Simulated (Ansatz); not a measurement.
# CuO2 (Cmcm) in Ansatz: density of states with PBEsol

Aim: the density of states of CuO2 with PBEsol.

Everything below comes from runs of Ansatz 0.2.0. Logs are shortened: lines on timing, memory, paths and dates and some standing lists are left out, and cuts for length are marked.

### 1 The structure

The structure is orthorhombic, space group Cmcm (No. 63). The conventional cell has a = 2.825 Å, b = 10.421 Å, c = 4.343 Å, α = 90.00°, β = 90.00°, γ = 90.00°. Around Cu (site symmetry m2m) lie 4 O at 1.86 to 1.90 Å. O (site symmetry m2m) is surrounded by 2 Cu at 1.90 Å. O (site symmetry m2m) is surrounded by 2 Cu at 1.86 Å.

The cell comes from a database or a generator and needn't be the stable form of this composition.

### 2 Density of states, PBEsol

Contents of input.yaml:

```yaml
crystal:
  lattice:
    - [1.412615, -5.210747, 0.0]
    - [1.412615, 5.210747, 0.0]
    - [0.0, 0.0, 4.343424]
  atoms:
    - { symbol: Cu, position: [0.167253, 0.832747, 0.75] }
    - { symbol: Cu, position: [0.832747, 0.167253, 0.25] }
    - { symbol: O, position: [0.78897, 0.21103, 0.75] }
    - { symbol: O, position: [0.21103, 0.78897, 0.25] }
    - { symbol: O, position: [0.551486, 0.448514, 0.75] }
    - { symbol: O, position: [0.448514, 0.551486, 0.25] }
hamiltonian:
  xc: pbesol
  pseudopotentials: { kind: paw }
kpoints:
  mp_grid: { grid: [8, 8, 6] }
scf:
  occupations: { method: fermi_dirac, width: 0.05 }
  n_extra_bands: 15
output:
  forces: true
  stress: true
  eigenvalues: true
  dos: { projected: false, de: 0.05, nscf_kmesh: { grid: [12, 12, 9] } }
  write_density: true
  write_potential: true
  elf: true
  volumetric_format: npy
```

Potentials or basis: Ansatz PAW.

Started as:

```bash
$ ansatz run input.yaml --threads 2 --pin off --max-ram 5632MiB --backend cpu --events-out ev --progress --plain --runs-dir out
```

What it wrote:

```text
Warning: RAYON_NUM_THREADS=2 ignored (pool sized by the plan → 2); use --threads N
scf.n_extra_bands = 15 over 31 filled bands (N_el = 62.0): the run solves 46 bands
Engine: ansatz 0.2.0, x86_64-unknown-linux-gnu
Pseudopotentials: kind: paw
Pseudopotential: Cu, paw, valence charge 19, recommended cutoff 420 eV (normal), Cu.paw.azcp
Pseudopotential: O, paw, valence charge 6, recommended cutoff 420 eV (normal), O.paw.azcp
Functional definition: PBEsol
  exchange = pbesol_x
  correlation = pbesol_c
Crystal: 6 atoms, lattice volume = 63.942 Å³
Basis set: ecut = 420 eV, 1259 PW (Γ), exchange–correlation on 80×80×60 points (8 copies of the dense FFT grid, shifted against one another)
Bands: 46, of which v1, the nominal top of the filled ones, is band 31 counted from 1 (30 counted from 0)
Symmetry: 8 space group operations
Space group: Cmcm (ITA 63), of the structure as read, at distance tolerance 4.0e-5 Å
k-points: 84 of 384
Non-local potential: Cu, projectors of the file, l = 0: 3, l = 1: 2, l = 2: 3, l = 3: 1
Non-local potential: O, projectors of the file, l = 0: 2, l = 1: 2, l = 2: 1
PAW form: soft (Blöchl's): semilocal exchange-correlation on the pseudo side does not see the compensation charge
PAW frozen core: Cu, regenerated for the run's functional, and the local potential with it (the file was generated under x = pbe(κ = 0.804, μ = 0.2195149727645171), c = pbe(β = 0.06672455060314922))
PAW frozen core: O, regenerated for the run's functional, and the local potential with it (the file was generated under x = pbe(κ = 0.804, μ = 0.2195149727645171), c = pbe(β = 0.06672455060314922))
PAW one-centre angular grid: Cu, 590 points (default); XC on 64 Gauss nodes
PAW one-centre angular grid: O, 110 points (default); XC on 64 Gauss nodes
Initial density: superposition of atomic densities (neutral atoms: chi_scale 0, normalization atom), corrected by the library's trained network
Initial wavefunctions: pseudopotential atomic-orbital guess
Functional: x = pbesol(κ = 0.804, μ = 0.12345679012345678), c = pbesol(β = 0.046)
SCF iter   1: F=—  HF=-15411.099320 eV  |F-HF|=—  |Δ(HF+E_count)|=         —  Δρ=1.55e-2  dr2=8.54e-2  ethr=1.77e-3  ⟨swp⟩=5.2  Hψ=14909  notcnv=0  defer=156
preconditioner: auto → LDOS  [metal: Δε(μ)=0.007 eV  Ē_g=17.005 eV  σ=0.050 eV  W_gap=0.04  n_scr=14 (ndim 8)  ℏωp=31.5 eV  f_vac=0.120  D(μ)=4.35/eV (n_scr^D=44)  β→1.0]
SCF iter   2: F=—  HF=-15411.097337 eV  |F-HF|=—  |Δ(HF+E_count)|=   1.98e-3  Δρ=1.78e-2  dr2=9.97e-2  ethr=1.38e-4  ⟨swp⟩=2.0  Hψ=7875  notcnv=0  defer=524
SCF iter   3: F=—  HF=-15411.069204 eV  |F-HF|=—  |Δ(HF+E_count)|=   2.81e-2  Δρ=6.44e-3  dr2=1.96e-2  ethr=1.38e-4  ⟨swp⟩=2.0  Hψ=6511  notcnv=0  defer=524
SCF iter   4: F=—  HF=-15411.067205 eV  |F-HF|=—  |Δ(HF+E_count)|=   2.00e-3  Δρ=1.51e-3  dr2=9.43e-4  ethr=3.15e-5  ⟨swp⟩=1.9  Hψ=3484  notcnv=0  defer=524
SCF iter   5: F=—  HF=-15411.067091 eV  |F-HF|=—  |Δ(HF+E_count)|=   1.14e-4  Δρ=4.28e-4  dr2=8.93e-5  ethr=1.52e-6  ⟨swp⟩=2.0  Hψ=4771  notcnv=0  defer=524
SCF iter   6: F=—  HF=-15411.067181 eV  |F-HF|=—  |Δ(HF+E_count)|=   9.01e-5  Δρ=1.54e-4  dr2=1.24e-5  ethr=1.44e-7  ⟨swp⟩=1.0  Hψ=3340  notcnv=0  defer=524
SCF iter   7: F=—  HF=-15411.067180 eV  |F-HF|=—  |Δ(HF+E_count)|=   1.17e-6  Δρ=5.97e-5  dr2=1.73e-6  ethr=1.99e-8  ⟨swp⟩=1.0  Hψ=3340  notcnv=0  defer=524
SCF iter   8: F=—  HF=-15411.067180 eV  |F-HF|=—  |Δ(HF+E_count)|=   1.66e-7  Δρ=2.07e-5  dr2=1.89e-7  ethr=2.79e-9  ⟨swp⟩=1.0  Hψ=3341  notcnv=0  defer=524
SCF iter   9: F=-15411.067180 eV  HF=-15411.067180 eV  |F-HF|=4.98e-8  |Δ(HF+E_count)|=   7.26e-9  Δρ=9.55e-6  dr2=4.95e-8  ethr=1.61e-10  ⟨swp⟩=12.4  Hψ=24347  notcnv=0
SCF 1 converged in 9 iterations: F = -15411.067180 eV  dr2 = 4.95e-8
NSCF: frozen V_eff on 215 k-points
SCF converged after 9 iterations
Free energy (F): -15411.067180 eV
Harris-Foulkes:  -15411.067180 eV  (|F-HF|=4.98e-8)
Internal energy: -15411.029667 eV  (E = F + TS)
E sigma→0 (E₀):  -15411.048424 eV
Entropy (-TS):   -0.037512 eV (-6.252 meV/atom)
Fermi energy:    7.343128 eV
--- Per-component energies (eV) ---
  E_band       = -1115.928870
  E_kinetic    = 1272.559821
  E_local      = -12224.472582  (includes V_loc(G=0)·N_el)
  E_nonlocal   = 950.310328
  E_hartree    = 5233.255881
  E_xc         = -463.620801
  E_vxc        = -596.897336  (∫ρ·V_xc dr)
  E_paw        = -3829.673077  (= ΣΔE_a)
  E_vpaw       = -983.973380  (= ΣTr[D̂ρ^β])
  E_aug_tail   = 0.009430  (compensation charges beyond the density's cutoff)
  E_ewald      = -6349.952223
  E_core_change = 0.553556  (= ΣΔE_core)
  E_smearing   = -0.037512  (= −TS)
  E_closure    = -0.000000  (closes the sum)
  Σ components = -15411.067180   (vs F -15411.067180, Δ=0.00e0)
--- Forces (eV/Å), atoms counted from 1 ---
  atom   1  Cu     0.00000000    -0.00847446    -0.00000000
  atom   2  Cu     0.00000000     0.00847446     0.00000000
  atom   3  O      0.00000000     0.50956870     0.00000000
  atom   4  O      0.00000000    -0.50956870    -0.00000000
  atom   5  O      0.00000000    -0.37159961    -0.00000000
  atom   6  O      0.00000000     0.37159961     0.00000000
  max |Σ_I F_I| component: 1.11e-16 eV/Å
--- Stress (GPa, compression-positive) ---
      -10.893042      -0.000000      -0.000000
       -0.000000      -8.578477      -0.000000
       -0.000000      -0.000000      -6.700440
  P = ⅓ Tr σ = -8.7240 GPa (-87.240 kbar)
--- Band table (eV; the first three rows and the last of 84) ---
  k-point 0: bands = ["-105.9656", "-105.9652", "-63.7196", "-63.7182", "-63.6094", "-63.6069", "-62.9970", "-62.9929", "-11.8389", "-10.2998", "-10.1341", "-9.4888", "1.1487", "1.3502", "1.3512", "1.5780", "1.7065", "3.0771", "3.9570", "4.0674", "4.2169", "4.4270", "4.7212", "4.9757", "4.9878", "5.6425", "5.9173", "5.9765", "6.2314", "6.2862", "6.7188", "7.2413", "8.3205", "8.6064", "13.1854", "17.4794", "18.1412", "18.7625", "18.9834", "20.1361", "22.9852", "23.7370", "24.0071", "25.7143", "26.9970", "27.0166"]
  k-point 1: bands = ["-105.9656", "-105.9653", "-63.7195", "-63.7183", "-63.6092", "-63.6070", "-62.9967", "-62.9931", "-11.7461", "-10.4150", "-10.0883", "-9.5279", "1.0366", "1.3040", "1.4855", "1.5852", "1.6969", "3.2340", "3.7326", "4.0144", "4.2047", "4.3626", "4.7776", "5.0845", "5.0870", "5.1821", "5.6288", "6.0080", "6.2194", "6.8927", "7.0035", "7.1034", "8.3424", "8.5884", "13.5674", "17.3841", "17.5375", "18.6552", "19.4696", "20.1829", "22.5068", "23.9656", "24.8383", "25.9897", "26.6140", "26.8665"]
  k-point 2: bands = ["-105.9655", "-105.9653", "-63.7192", "-63.7186", "-63.6087", "-63.6075", "-62.9960", "-62.9939", "-11.4860", "-10.7195", "-9.9641", "-9.6388", "0.9655", "1.1822", "1.6061", "1.6712", "1.7674", "2.9976", "3.5422", "3.9274", "4.1867", "4.2607", "4.8694", "4.9381", "5.2804", "5.3561", "5.5744", "5.9154", "6.1986", "6.6291", "7.2626", "7.6480", "8.3989", "8.5387", "14.5418", "16.8349", "17.1270", "17.9383", "20.2326", "20.4736", "22.3900", "24.2968", "25.6298", "26.1259", "26.2322", "26.5188"]
  k-point 83: bands = ["-105.9654", "-105.9654", "-63.7189", "-63.7189", "-63.6081", "-63.6081", "-62.9949", "-62.9949", "-10.9939", "-10.9939", "-9.9695", "-9.9695", "1.6629", "1.6629", "1.7146", "1.7146", "2.2039", "2.2039", "3.3850", "3.3850", "4.1596", "4.1596", "4.7246", "4.7246", "5.2335", "5.2335", "5.4052", "5.4052", "6.7762", "6.7762", "7.4140", "7.4140", "8.5654", "8.5654", "16.5656", "16.5656", "16.8224", "16.8224", "21.8800", "21.8800", "22.8607", "22.8607", "24.0468", "24.0468", "26.0044", "26.0044"]
```

dos.tsv:

```text
# E-E_F[eV]	g_bin_mean(E)[states/eV]	N(E)
# format = ansatz-dos/2
# fermi_ev = 7.340097
# fermi_mp_grid = 12 12 9
# fermi_mp_shift = 0 0 0
# nscf_kmesh_grid = 12 12 9
# nscf_kmesh_shift = 0 0 0
# tetrahedron_fermi_ev = 7.346562
# g_bin_mean(E): the states in a bin one row spacing wide, centred on E, divided by that spacing. States that the method places at a single energy (under output.dos.method: tetrahedron, those of a tetrahedron whose four corners have one energy) are counted whole in the row whose bin holds that energy (on the edge of two bins, in the lower row). The sum of g_bin_mean over a run of rows, times the row spacing, is the number of states from half a spacing under the first of them to half a spacing over the last (a plain sum, not the trapezoid rule).
-113.805735	0.000000e0	0.000000e0
-113.755735	0.000000e0	0.000000e0
-113.705735	0.000000e0	0.000000e0
-113.655735	0.000000e0	0.000000e0
-113.605735	0.000000e0	0.000000e0
-113.555735	0.000000e0	0.000000e0
[... 2687 lines left out ...]
20.844265	0.000000e0	9.200000e1
20.894265	0.000000e0	9.200000e1
```

Wall time 28 s (2 threads of AMD EPYC, shared host); peak memory 0.7 GiB.

Results:

```
Free energy                          : -15411.0672 eV
Pressure                             : -8.7 GPa
Largest force                        : 0.510 eV/Å
Band gap on the k mesh               : none (metal or under the smearing width)
Density of states at the Fermi level : 6.50 states/eV per cell
```

Forces in eV/Å, atoms in the order of the input:
```
Cu   0.000 -0.008  0.000
Cu   0.000  0.008  0.000
O    0.000  0.510  0.000
O    0.000 -0.510  0.000
O    0.000 -0.372  0.000
O    0.000  0.372  0.000
```

States per cell in windows of 1 eV (zero at the Fermi level; states under -8 eV left out):
```csv
from (eV),total
-8.0,0.00
-7.0,1.99
-6.0,7.36
-5.0,5.14
-4.0,6.82
-3.0,8.27
-2.0,5.23
-1.0,3.59
0.0,5.19
1.0,0.41
2.0,0.00
3.0,0.00
4.0,0.00
5.0,0.01
6.0,0.17
7.0,0.40
```

Caveat: the pressure holds a Pulay correction of +0.9 GPa for the finite cutoff; the run has no spin polarisation, though such a crystal can be magnetic; semilocal functionals often make such compounds metallic where correlation or magnetic order opens a gap, which also shifts bond lengths; the PAW data sets come from PBE, with cores solved anew for the run's functional, which leaves a small shift of forces and pressure; the density of states is complete only up to the lowest level of the last band computed. With open d or f shells a metallic result of PBEsol can be an artefact of self-interaction; +U or a hybrid may open a gap.
